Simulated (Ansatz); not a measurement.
# GdN: the cost of one run

Computed with Ansatz 0.2.0 (DFT LDA+U (U_eff = 2 eV on Gd f, around-mean-field double counting), plane waves, PAW, no spin–orbit coupling unless a run says so, unless a step's input says otherwise).

1 further run of the same task is left out (it didn't finish). Runs told in other sessions of the task aren't counted.

### Step 1. Starting point

It takes space group Fm-3m (No. 225, cubic). The conventional cell has a = 4.999 Å, b = 4.999 Å, c = 4.999 Å, α = 90.00°, β = 90.00°, γ = 90.00°. Around Gd (site symmetry m-3m) lie 6 N at 2.50 Å. N (site symmetry m-3m) is surrounded by 6 Gd at 2.50 Å.

Structure file:

```cif
data_structure
_symmetry_space_group_name_H-M 'Fm-3m'
_symmetry_Int_Tables_number 225
_cell_length_a 4.9990
_cell_length_b 4.9990
_cell_length_c 4.9990
_cell_angle_alpha 90.000
_cell_angle_beta 90.000
_cell_angle_gamma 90.000
_cell_volume 124.92
loop_
_atom_site_label
_atom_site_type_symbol
_atom_site_symmetry_multiplicity
_atom_site_Wyckoff_symbol
_atom_site_fract_x
_atom_site_fract_y
_atom_site_fract_z
_atom_site_occupancy
Gd1 Gd 4 b 0.00000 0.00000 0.50000 1
N1 N 4 a 0.00000 0.00000 0.00000 1
```

An earlier series on this cell reached its lowest free state from «ferromagnetic start, free, natural orbitals of the symmetric run filled by rank», perhaps among other starts.

### Step 2. Total moment locked, 12.60 μB per cell

Contents of input.yaml:

```yaml
crystal:
  lattice:
    - [0.0, 2.49949857, 2.49949857]
    - [4.99899714, 2.49949857, 2.49949857]
    - [4.99899714, 4.99899714, 0.0]
  atoms:
    - { symbol: Gd, position: [0.5, 0.5, 0.0], spin: 6.3 }
    - { symbol: "N", position: [0.0, 0.0, 0.0] }
    - { symbol: Gd, position: [0.5, 0.5, 0.5], spin: 6.3 }
    - { symbol: "N", position: [0.0, 0.0, 0.5] }
basis:
  ecutwfc: 420
  ecutrho_ratio: 4
kpoints:
  mp_grid: { grid: [7, 7, 7] }
hamiltonian:
  xc: lda
  hubbard:
    sites:
      - { site: 0, l: f, u_eff: 2.0, starting_ns: [{ spin: up, occupation_matrix: s0up }, { spin: down, occupation_matrix: s0down }] }
      - { site: 2, l: f, u_eff: 2.0, starting_ns: [{ spin: up, occupation_matrix: s2up }, { spin: down, occupation_matrix: s2down }] }
    double_counting: amf
    occupation_matrices:
      s0up:
        matrix:
          - [0.97, 0.0, 0.0, 0.0, 0.0, 0.0, 0.0]
          - [0.0, 0.97, 0.0, 0.0, 0.0, 0.0, 0.0]
          - [0.0, 0.0, 0.97, 0.0, 0.0, 0.0, 0.0]
          - [0.0, 0.0, 0.0, 0.97, 0.0, 0.0, 0.0]
          - [0.0, 0.0, 0.0, 0.0, 0.97, 0.0, 0.0]
          - [0.0, 0.0, 0.0, 0.0, 0.0, 0.97, 0.0]
          - [0.0, 0.0, 0.0, 0.0, 0.0, 0.0, 0.97]
      s0down:
        matrix:
          - [0.02, 0.0, 0.0, 0.0, 0.0, 0.0, 0.0]
          - [0.0, 0.02, 0.0, 0.0, 0.0, 0.0, 0.0]
          - [0.0, 0.0, 0.02, 0.0, 0.0, 0.0, 0.0]
          - [0.0, 0.0, 0.0, 0.02, 0.0, 0.0, 0.0]
          - [0.0, 0.0, 0.0, 0.0, 0.02, 0.0, 0.0]
          - [0.0, 0.0, 0.0, 0.0, 0.0, 0.02, 0.0]
          - [0.0, 0.0, 0.0, 0.0, 0.0, 0.0, 0.02]
      s2up:
        matrix:
          - [0.97, 0.0, 0.0, 0.0, 0.0, 0.0, 0.0]
          - [0.0, 0.97, 0.0, 0.0, 0.0, 0.0, 0.0]
          - [0.0, 0.0, 0.97, 0.0, 0.0, 0.0, 0.0]
          - [0.0, 0.0, 0.0, 0.97, 0.0, 0.0, 0.0]
          - [0.0, 0.0, 0.0, 0.0, 0.97, 0.0, 0.0]
          - [0.0, 0.0, 0.0, 0.0, 0.0, 0.97, 0.0]
          - [0.0, 0.0, 0.0, 0.0, 0.0, 0.0, 0.97]
      s2down:
        matrix:
          - [0.02, 0.0, 0.0, 0.0, 0.0, 0.0, 0.0]
          - [0.0, 0.02, 0.0, 0.0, 0.0, 0.0, 0.0]
          - [0.0, 0.0, 0.02, 0.0, 0.0, 0.0, 0.0]
          - [0.0, 0.0, 0.0, 0.02, 0.0, 0.0, 0.0]
          - [0.0, 0.0, 0.0, 0.0, 0.02, 0.0, 0.0]
          - [0.0, 0.0, 0.0, 0.0, 0.0, 0.02, 0.0]
          - [0.0, 0.0, 0.0, 0.0, 0.0, 0.0, 0.02]
    ns_hold: { iters: 8 }
scf:
  occupations: { method: gaussian, width: 0.05 }
  lower_state_search: "off"
  max_iter: 150
output:
  forces: true
  stress: true
  eigenvalues: true
  populations: true
  hubbard: { sites: [{ site: 0, l: f }, { site: 2, l: f }] }
magnetization:
  spin_polarized: true
  initial_magnetization: 12.6
  spin_locking: { lock_magnetization: hard }
```

At this filling each channel is wholly full or empty, so no choice of orbitals remains. The typed matrices put 0.97 on the chosen orbitals and 0.02 on the others, and are held for 8 cycles. The lock stays on to the end, so the result is a constrained state unless its moments die out.

On the command line:

```bash
$ ansatz run input.yaml --threads 4 --pin off --max-ram 6144MiB --backend cpu --events-out ev --progress --plain --runs-dir out
```

Q: Estimate wall time and peak memory on 4 threads of Arm Neoverse V2, shared host.

About 5.3 s, with a peak of 0.52 GiB.
